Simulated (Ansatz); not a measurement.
# NiMoIrPdW (P3m1) in Ansatz: convergence with wavefunction cutoff

Aim: find how far wavefunction cutoff must go before the results for NiMoIrPdW settle, at PBE. This setting moves, with any that are tied to it; all else stays.

Everything below comes from runs of Ansatz 0.2.0. Logs are shortened: lines on timing, memory, paths and dates and some standing lists are left out, and cuts for length are marked.

**1. Starting point**

It takes space group P3m1 (No. 156, trigonal). The conventional cell has a = 2.770 Å, b = 2.770 Å, c = 21.881 Å, α = 90.00°, β = 90.00°, γ = 120.00°. Around Ni (site symmetry 3m) lie 9 Ni at 2.52 to 2.77 Å and 3 W at 2.57 Å. Ni (site symmetry 3m) has 9 Ni at 2.52 to 2.77 Å and 3 Ir at 2.62 Å as nearest neighbours. Around Mo (site symmetry 3m) lie 3 Ir at 2.76 Å and 6 Mo at 2.77 Å and 3 Pd at 2.80 Å. Mo (site symmetry 3m) has 3 Ir at 2.66 Å and 6 Mo at 2.77 Å and 3 Pd at 2.82 Å as nearest neighbours. Pd (site symmetry 3m) is surrounded by 6 Pd at 2.77 Å and 3 W at 2.79 Å and 3 Mo at 2.80 Å. Pd (site symmetry 3m) has 6 Pd at 2.77 Å and 3 W at 2.80 Å and 3 Mo at 2.82 Å as nearest neighbours. Around Ir (site symmetry 3m) lie 3 Mo at 2.76 Å and 6 Ir at 2.77 Å and 3 W at 2.77 Å. Around Ir (site symmetry 3m) lie 3 Ni at 2.62 Å and 3 Mo at 2.66 Å and 6 Ir at 2.77 Å.

The cell was built by a generator and needn't be a form met in nature.

**2. With wavefunction cutoff 200 eV**

input.yaml

```yaml
crystal:
  lattice:
    - [2.77046, 0.0, 0.0]
    - [-1.38523, 2.39928, 0.0]
    - [0.0, 0.0, 21.88122]
  atoms:
    - { symbol: Ni, position: [0.33333, 0.66667, 0.04433], spin: 1.0 }
    - { symbol: Ni, position: [0.66667, 0.33333, 0.95562], spin: 1.0 }
    - { symbol: Mo, position: [0.66667, 0.33333, 0.3427], spin: 1.0 }
    - { symbol: Mo, position: [0.66667, 0.33333, 0.7632], spin: 1.0 }
    - { symbol: Pd, position: [0.33333, 0.66667, 0.44768] }
    - { symbol: Pd, position: [0.33333, 0.66667, 0.65723] }
    - { symbol: Ir, position: [0.33333, 0.66667, 0.23988], spin: 0.6 }
    - { symbol: Ir, position: [0.33333, 0.66667, 0.8605], spin: 0.6 }
    - { symbol: W, position: [0.66667, 0.33333, 0.13646] }
    - { symbol: W, position: [0.66667, 0.33333, 0.5524] }
hamiltonian:
  xc: pbe
  pseudopotentials: { kind: paw }
magnetization:
  spin_polarized: true
kpoints:
  mp_grid: { grid: [7, 7, 1] }
scf:
  occupations: { method: fermi_dirac, width: 0.05 }
output:
  forces: true
  stress: true
  eigenvalues: true
basis:
  ecutwfc: "200 eV"
```

Potentials or basis: Ansatz PAW.

Launch:

```bash
$ ansatz run input.yaml --threads 8 --pin off --max-ram 20480MiB --backend cpu --events-out ev --progress --plain --runs-dir out
```

It took 5.8 s on 8 threads of Arm Neoverse V1, shared host; peak memory 0.61 GiB.

Results:

```
Free energy            : -80087.2296 eV
Pressure               : 1.6 GPa
Largest force          : 1.345 eV/Å
Band gap on the k mesh : none (metal or under the smearing width)
Net moment             : 0.78 μB per cell
Absolute moment        : 0.89 μB per cell
Site moments           : Ni +0.20, +0.53; Mo +0.00, -0.00; Pd -0.00, +0.00; Ir +0.00, +0.04; W +0.03, -0.00 μB
```

**3. With wavefunction cutoff 250 eV**

input.yaml: that of step 2 with these lines changed.

```diff
@@ -30,2 +30,2 @@
 basis:
-  ecutwfc: "200 eV"
+  ecutwfc: "250 eV"
```

Potentials or basis: Ansatz PAW.

Launch:

```bash
$ ansatz run input.yaml --threads 8 --pin off --max-ram 20480MiB --backend cpu --events-out ev --progress --plain --runs-dir out
```

Wall time 5.6 s (8 threads of Arm Neoverse V1, shared host); peak memory 0.68 GiB.

What came out:

```
Free energy            : -80164.0655 eV
Pressure               : 6.3 GPa
Largest force          : 0.368 eV/Å
Band gap on the k mesh : none (metal or under the smearing width)
Net moment             : 0.95 μB per cell
Absolute moment        : 1.08 μB per cell
Site moments           : Ni +0.29, +0.59; Mo +0.00, -0.01; Pd -0.00, +0.01; Ir -0.00, +0.06; W +0.03, -0.00 μB
```

**4. With wavefunction cutoff 300 eV**

input.yaml: that of step 3 with these lines changed.

```diff
@@ -30,2 +30,2 @@
 basis:
-  ecutwfc: "250 eV"
+  ecutwfc: "300 eV"
```

Launch:

```bash
$ ansatz run input.yaml --threads 8 --pin off --max-ram 20480MiB --backend cpu --events-out ev --progress --plain --runs-dir out
```

It took 6.6 s on 8 threads of Arm Neoverse V1, shared host; peak memory 0.76 GiB.

What came out:

```yaml
Free_energy: -80176.0964 eV
Pressure: 0.0 GPa
Largest_force: 0.158 eV/Å
Band_gap_on_the_k_mesh: none (metal or under the smearing width)
Net_moment: 0.99 μB per cell
Absolute_moment: 1.12 μB per cell
Site_moments: Ni +0.31, +0.61; Mo -0.00, -0.01; Pd -0.00, +0.01; Ir -0.00, +0.06; W +0.02, -0.00 μB
```

**5. With wavefunction cutoff 350 eV**

input.yaml: that of step 4 with these lines changed.

```diff
@@ -30,2 +30,2 @@
 basis:
-  ecutwfc: "300 eV"
+  ecutwfc: "350 eV"
```

Launch:

```bash
$ ansatz run input.yaml --threads 8 --pin off --max-ram 20480MiB --backend cpu --events-out ev --progress --plain --runs-dir out
```

Run time: 7.8 s. Hardware: 8 threads of Arm Neoverse V1, shared host; peak memory 0.86 GiB.

Results:

* Free energy: -80177.4346 eV
* Pressure: 0.1 GPa
* Largest force: 0.141 eV/Å
* Band gap on the k mesh: none (metal or under the smearing width)
* Net moment: 1.00 μB per cell
* Absolute moment: 1.14 μB per cell
* Site moments: Ni +0.32, +0.62; Mo -0.00, -0.01; Pd -0.00, +0.01; Ir -0.00, +0.06; W +0.02, -0.00 μB

**6. With wavefunction cutoff 400 eV**

input.yaml: that of step 5 with these lines changed.

```diff
@@ -30,2 +30,2 @@
 basis:
-  ecutwfc: "350 eV"
+  ecutwfc: "400 eV"
```

Potentials or basis: Ansatz PAW.

Launch:

```bash
$ ansatz run input.yaml --threads 8 --pin off --max-ram 20480MiB --backend cpu --events-out ev --progress --plain --runs-dir out
```

Wall time 9.1 s (8 threads of Arm Neoverse V1, shared host); peak memory 0.96 GiB.

The run converged. Its results:

- Free energy: -80177.5148 eV
- Pressure: 0.2 GPa
- Largest force: 0.144 eV/Å
- Band gap on the k mesh: none (metal or under the smearing width)
- Net moment: 1.00 μB per cell
- Absolute moment: 1.14 μB per cell
- Site moments: Ni +0.32, +0.62; Mo -0.00, -0.01; Pd -0.00, +0.01; Ir -0.00, +0.06; W +0.02, -0.00 μB

**7. With wavefunction cutoff 450 eV**

input.yaml: that of step 6 with these lines changed.

```diff
@@ -30,2 +30,2 @@
 basis:
-  ecutwfc: "400 eV"
+  ecutwfc: "450 eV"
```

Launch:

```bash
$ ansatz run input.yaml --threads 8 --pin off --max-ram 20480MiB --backend cpu --events-out ev --progress --plain --runs-dir out
```

It took 11 s on 8 threads of Arm Neoverse V1, shared host; peak memory 1.1 GiB.

Results (log left out):

```
Free energy            : -80177.5259 eV
Pressure               : 0.1 GPa
Largest force          : 0.143 eV/Å
Band gap on the k mesh : none (metal or under the smearing width)
Net moment             : 1.00 μB per cell
Absolute moment        : 1.14 μB per cell
Site moments           : Ni +0.32, +0.62; Mo -0.00, -0.01; Pd -0.00, +0.01; Ir -0.00, +0.06; W +0.02, -0.00 μB
```

**8. With wavefunction cutoff 500 eV**

input.yaml: that of step 7 with these lines changed.

```diff
@@ -30,2 +30,2 @@
 basis:
-  ecutwfc: "450 eV"
+  ecutwfc: "500 eV"
```

Launch:

```bash
$ ansatz run input.yaml --threads 8 --pin off --max-ram 20480MiB --backend cpu --events-out ev --progress --plain --runs-dir out
```

Wall time 12 s (8 threads of Arm Neoverse V1, shared host); peak memory 1.2 GiB.

It converged, with:

| Property | Result |
| --- | --- |
| Free energy | -80177.5349 eV |
| Pressure | 0.1 GPa |
| Largest force | 0.142 eV/Å |
| Band gap on the k mesh | none (metal or under the smearing width) |
| Net moment | 1.00 μB per cell |
| Absolute moment | 1.14 μB per cell |
| Site moments | Ni +0.32, +0.62; Mo -0.00, -0.01; Pd -0.00, +0.01; Ir -0.00, +0.06; W +0.02, -0.00 μB |

**9. With wavefunction cutoff 600 eV**

input.yaml: that of step 8 with these lines changed.

```diff
@@ -30,2 +30,2 @@
 basis:
-  ecutwfc: "500 eV"
+  ecutwfc: "600 eV"
```

Potentials or basis: Ansatz PAW.

Launch:

```bash
$ ansatz run input.yaml --threads 8 --pin off --max-ram 20480MiB --backend cpu --events-out ev --progress --plain --runs-dir out
```

It took 15 s on 8 threads of Arm Neoverse V1, shared host; peak memory 1.4 GiB.

The run converged. Its results:

```yaml
Free_energy: -80177.5383 eV
Pressure: 0.1 GPa
Largest_force: 0.142 eV/Å
Band_gap_on_the_k_mesh: none (metal or under the smearing width)
Net_moment: 1.00 μB per cell
Absolute_moment: 1.14 μB per cell
Site_moments: Ni +0.32, +0.62; Mo -0.00, -0.01; Pd -0.00, +0.01; Ir -0.00, +0.06; W +0.02, -0.00 μB
```

**10. With wavefunction cutoff 800 eV**

input.yaml: that of step 9 with these lines changed.

```diff
@@ -30,2 +30,2 @@
 basis:
-  ecutwfc: "600 eV"
+  ecutwfc: "800 eV"
```

Potentials or basis: Ansatz PAW.

Launch:

```bash
$ ansatz run input.yaml --threads 8 --pin off --max-ram 20480MiB --backend cpu --events-out ev --progress --plain --runs-dir out
```

The log of the run:

```text
Warning: the atoms were moved onto the symmetric positions of the space group found under crystal.symmetry.tolerance 1.0e-5 (fractional; no operation is sought that the atoms, as they stand in a round, miss by more than twice it, and no atom is moved by as much as it), and the run uses the moved positions. Before a round's move an operation carried an atom to 2.77e-5 Å from where it should land, the largest such distance. Atom 0 (counting from 0) moved farthest, by 1.60e-5 Å; the longest move in fractions of the cell, of whichever atom, is 0.47 of the tolerance, in 1 round. To run the atoms as typed, lower crystal.symmetry.tolerance until the operations that they miss are no longer found, or set crystal.symmetry.detect: false (a key that needs symmetry detection or time reversal refuses this as the deck is read). The positions used, in the order of the run's atom list: position: [0.3333333333333333, 0.6666666666666666, 0.04433]; position: [0.6666666666666666, 0.3333333333333333, 0.95562]; position: [0.6666666666666666, 0.3333333333333333, 0.3427]; position: [0.6666666666666666, 0.3333333333333333, 0.7632]; position: [0.3333333333333333, 0.6666666666666666, 0.44768]; position: [0.3333333333333333, 0.6666666666666666, 0.65723]; position: [0.3333333333333333, 0.6666666666666666, 0.23988]; position: [0.3333333333333333, 0.6666666666666666, 0.8605]; position: [0.6666666666666666, 0.3333333333333333, 0.13646]; position: [0.6666666666666666, 0.3333333333333333, 0.5524]; The lattice was moved too: crystal.lattice keeps the space group found at crystal.symmetry.tolerance 1.0e-5 only nearly: the operation that it misses by the most changes a squared length by the fraction 6.31e-6. The run uses the lattice that is a stretch of the typed one, with no rotation, onto the one that keeps every operation to a double's rounding (on a very oblique basis the stretch itself rounds by more); the deck's lattice vector that moved farthest moved by 5.05e-6 Å. To run the lattice as typed, set crystal.symmetry.tolerance under 6.30e-6, the least fraction by which an operation that the lattice misses changes a squared length (the same key also sets how far an atom may lie from its image, so lowering it can lose operations that the atoms keep only within it), or set crystal.symmetry.detect: false, as for the atoms. crystal.lattice made exact, in Å and degrees: [[2.770454953865881, 0.0, 0.0], [-1.3852274769329405, 2.399284370088298, 0.0], [0.0, 0.0, 21.88122]]. Pasted over the deck's crystal.lattice, beside positions in fractional coordinates, it runs the same cell (given as lengths and angles, that cell in the form's own orientation, a rigid turn of the misfit's size from the one run here, for which a checkpoint.post_process_only pass over this run's state can be refused: where this run relaxes nothing, give such a pass this deck's own crystal.lattice, as typed; behind a relaxation, as crystal.lattice, the state's own cell, identity.cell in its checkpoint.json), and a matrix so pasted ends this notice, except on a very skew basis of the lattice, where the rounding of the pasted numbers themselves can read as a misfit: the cell is then moved again, and that move is told again. The lattice as run is in this notice's lattice.as_run_ang field (Run.prep()["deck_notices"] in Python, the deck_notice line of an events file, deck_notices of ansatz run --dry-run=json, or deck_notices in record.json in the deck's checkpoint.write directory).
[... 107 lines left out ...]
  k-point 1 ↑: bands = ["-82.1710", "-82.1412", "-71.5631", "-71.3639", "-63.8226", "-63.7520", "-52.8586", "-52.7045", "-42.7894", "-42.5931", "-42.4804", "-42.4747", "-42.4251", "-42.4185", "-39.9462", "-39.8739", "-29.7198", "-29.6496", "-29.3486", "-29.3068", "-29.2791", "-29.2373", "-28.3650", "-28.3201", "-28.2491", "-28.2213", "-28.1021", "-28.0313", "-17.2510", "-17.1039", "-16.6943", "-16.5817", "-16.5199", "-16.4051", "-14.1174", "-14.0417", "-13.5805", "-13.5250", "-13.3995", "-13.3428", "12.4592", "12.9045", "13.5755", "14.1427", "15.1232", "15.2608", "15.5883", "15.7917", "15.9943", "16.6356", "17.1589", "17.3360", "17.4556", "17.5704", "17.6846", "17.7592", "18.0247", "18.0846", "18.1669", "18.2110", "18.2846", "18.3104", "18.3256", "18.4233", "18.6513", "18.7537", "18.8021", "18.8381", "18.9136", "19.0112", "19.0688", "19.2077", "19.3331", "19.3555", "19.5459", "19.6478", "19.8735", "19.9153", "19.9785", "20.0396", "20.1746", "20.3505", "20.4304", "20.6366", "20.7300", "21.2295", "21.3343", "21.5059", "21.6247", "21.8064", "21.9818", "22.3679", "23.3782", "23.5996", "23.8182", "24.0664", "24.2876", "24.5433", "24.9926", "25.8418", "29.6741"]
  k-point 2 ↑: bands = ["-82.1683", "-82.1398", "-71.5491", "-71.3500", "-63.8088", "-63.7381", "-52.8155", "-52.6608", "-42.7848", "-42.5963", "-42.4993", "-42.4807", "-42.4439", "-42.4230", "-39.8662", "-39.7932", "-29.7033", "-29.6331", "-29.4720", "-29.4025", "-29.3372", "-29.2677", "-28.5270", "-28.3362", "-28.3088", "-28.2998", "-28.1938", "-28.0819", "-17.1810", "-17.1798", "-17.0741", "-17.0305", "-16.6343", "-16.5207", "-14.0873", "-14.0391", "-14.0349", "-13.9639", "-13.5174", "-13.4615", "14.0136", "14.3451", "14.9722", "15.1387", "15.6179", "15.8207", "15.9817", "16.0590", "16.2294", "16.4641", "16.7473", "16.8379", "16.8851", "17.3120", "17.5221", "17.5759", "17.7253", "17.8438", "18.0904", "18.2473", "18.3378", "18.4247", "18.5682", "18.5851", "18.6786", "18.8112", "18.9271", "18.9956", "19.1931", "19.3112", "19.3116", "19.3583", "19.5816", "19.6863", "19.7546", "19.9234", "19.9874", "20.0323", "20.1007", "20.1588", "20.2112", "20.7069", "20.7319", "21.3221", "21.4900", "22.0155", "22.1794", "22.9073", "22.9816", "23.0437", "23.4682", "23.4851", "23.7763", "23.8202", "23.8316", "24.0152", "24.1672", "26.0093", "26.4094", "28.6101", "29.5630"]
  k-point 7 ↓: bands = ["-81.7782", "-81.3958", "-71.5344", "-71.2978", "-63.7946", "-63.7185", "-52.7669", "-52.5995", "-42.3333", "-42.1176", "-42.1040", "-41.8662", "-41.7841", "-41.7719", "-39.7760", "-39.7102", "-29.6877", "-29.6131", "-29.5286", "-29.4545", "-29.4529", "-29.3788", "-28.6210", "-28.4970", "-28.3596", "-28.3043", "-28.2358", "-28.1102", "-17.3885", "-17.2639", "-17.0995", "-17.0980", "-16.9704", "-16.9377", "-14.3053", "-14.2657", "-14.0017", "-13.9606", "-13.9514", "-13.8812", "15.7330", "15.9166", "16.0476", "16.1693", "16.1830", "16.2745", "16.4296", "16.5503", "16.5795", "16.8709", "16.9565", "17.0066", "17.0759", "17.1492", "17.2303", "17.3190", "17.3414", "17.5718", "17.7406", "17.8680", "17.9501", "17.9965", "18.4792", "18.7341", "18.9540", "19.2584", "19.3051", "19.3516", "19.3910", "19.5110", "20.0591", "20.1557", "20.2853", "20.3092", "20.4314", "20.6024", "20.8308", "21.1422", "21.3044", "21.4241", "21.4819", "21.7078", "21.9336", "22.1640", "22.3520", "22.5871", "22.6899", "23.0183", "23.2548", "23.6195", "24.2314", "25.9325", "26.4987", "26.5639", "26.7699", "26.9944", "27.3075", "28.1268", "28.1927", "28.6394", "28.8918"]
```

It took 22 s on 8 threads of Arm Neoverse V1, shared host; peak memory 1.9 GiB.

Results:

```
Free energy            : -80177.5403 eV
Pressure               : 0.1 GPa
Largest force          : 0.142 eV/Å
Band gap on the k mesh : none (metal or under the smearing width)
Net moment             : 1.00 μB per cell
Absolute moment        : 1.14 μB per cell
Site moments           : Ni +0.32, +0.62; Mo -0.00, -0.01; Pd -0.00, +0.01; Ir -0.00, +0.06; W +0.02, -0.00 μB
```

**11. The series at a glance**

```tsv
wavefunction cutoff	energy less the tightest run, at zero smearing (meV/atom)	pressure (GPa)	largest force (eV/Å)	absolute moment (μB)	SCF cycles	CPU time (s)	peak memory (GiB)
200 eV	9032.06	1.55	1.345	0.89	23	41	0.61
250 eV	1347.49	6.31	0.368	1.08	21	39	0.68
300 eV	144.42	0.02	0.158	1.12	21	47	0.76
350 eV	10.58	0.14	0.141	1.14	21	56	0.86
400 eV	2.55	0.16	0.144	1.14	22	66	0.96
450 eV	1.44	0.14	0.143	1.14	21	78	1.1
500 eV	0.54	0.13	0.142	1.14	21	84	1.2
600 eV	0.20	0.13	0.142	1.14	22	110	1.4
800 eV	0.00	0.13	0.142	1.14	22	160	1.9
```

Against the tightest run, the energy stays within 1 meV/atom from 500 eV on; the pressure stays within 0.1 GPa from 350 eV on; the largest force stays within 0.005 eV/Å from 350 eV on; the absolute moment stays within 0.02 μB from 350 eV on. The tightest run that finished is the yardstick and may itself not be fully converged.

Caveats: all runs use coarse meshes.
